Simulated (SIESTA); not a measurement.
A run of SIESTA 5.4.2 is set up as follows.

File LaN3O6.fdf:

```
SystemName                      LaN3O6
SystemLabel                     LaN3O6
NumberOfSpecies                 3
NumberOfAtoms                   10
%block ChemicalSpeciesLabel
  1  57 La
  2   8 O
  3   7 N
%endblock ChemicalSpeciesLabel

LatticeConstant                 1.0 Ang
%block LatticeVectors
     5.3113000000     3.0664804847     1.3651333333
    -5.3113000000     3.0664804847     1.3651333333
     0.0000000000    -6.1329609695     1.3651333333
%endblock LatticeVectors
AtomicCoordinatesFormat         Fractional
%block AtomicCoordinatesAndAtomicSpecies
     0.2723000000     0.2723000000     0.2723000000  1  La
     0.8606500000     0.8606500000     0.6049000000  2  O
     0.8606500000     0.6049000000     0.8606500000  2  O
     0.6049000000     0.8606500000     0.8606500000  2  O
     0.1531000000     0.1531000000     0.5591000000  2  O
     0.1531000000     0.5591000000     0.1531000000  2  O
     0.5591000000     0.1531000000     0.1531000000  2  O
     0.8858500000     0.8858500000     0.4255000000  3  N
     0.8858500000     0.4255000000     0.8858500000  3  N
     0.4255000000     0.8858500000     0.8858500000  3  N
%endblock AtomicCoordinatesAndAtomicSpecies

%block kgrid.MonkhorstPack
    7   0   0  0.0
    0   7   0  0.0
    0   0   7  0.0
%endblock kgrid.MonkhorstPack
XC.Functional                   GGA
XC.Authors                      PBEsol
PAO.BasisSize                   DZP
PAO.EnergyShift                 0.003 Ry
Mesh.Cutoff                     800 Ry
OccupationFunction              FD
ElectronicTemperature           0.05 eV
MaxSCFIterations                120
SCF.MustConverge                false
SCF.Mixer.Method                Pulay
SCF.Mixer.Weight                0.25
SCF.Mixer.History               8
SCF.DM.Tolerance                5.0e-05
SCF.H.Tolerance                 1.0e-03 eV
WriteForces                     true
Charge.Mulliken                 end
BandLinesScale                  ReciprocalLatticeVectors
%block BandLines
    1    0.000000   0.000000   0.000000  \Gamma
   10    0.349849  -0.650151   0.349849  P
   10    0.500000  -0.500000   0.500000  Z
   10    0.199697   0.199697   0.199697  Q
   13    0.000000   0.000000   0.000000  \Gamma
    8    0.500000  -0.500000   0.000000  F
    5    0.650151  -0.349849  -0.349849  P1
   10    0.800303  -0.199697  -0.199697  Q1
    5    0.500000   0.000000   0.000000  L
    8    0.500000  -0.500000   0.500000  Z
%endblock BandLines
%block PAO.Basis
  La 5
  n=5 0 2
    4.181 0.000
  n=6 0 2
    9.500 0.000
  n=5 1 2
    4.927 0.000
  n=6 1 1
    9.500
  n=5 2 2
    8.463 0.000
%endblock PAO.Basis
```

Potentials or basis: PseudoDojo 0.4 standard (PBEsol files), DZP (energy shift 0.003 Ry; two zetas on semicore shells).

The run is started by

```sh
$ siesta LaN3O6.fdf > LaN3O6.out 2>&1
```

(1) Predict the band gap along the path.

(2) Estimate the pressure.

## Answers

(1) 1.57 eV, indirect (least direct gap 1.69 eV).

(2) 7.1 GPa.

Caveat: spin-orbit coupling is left out, which moves the levels of the heavy elements; the basis of atomic orbitals isn't converged, which shifts pressures, moduli and gaps; forces of over 1 eV/Å show positions far from the minimum, so gaps and moduli don't describe the material at rest.
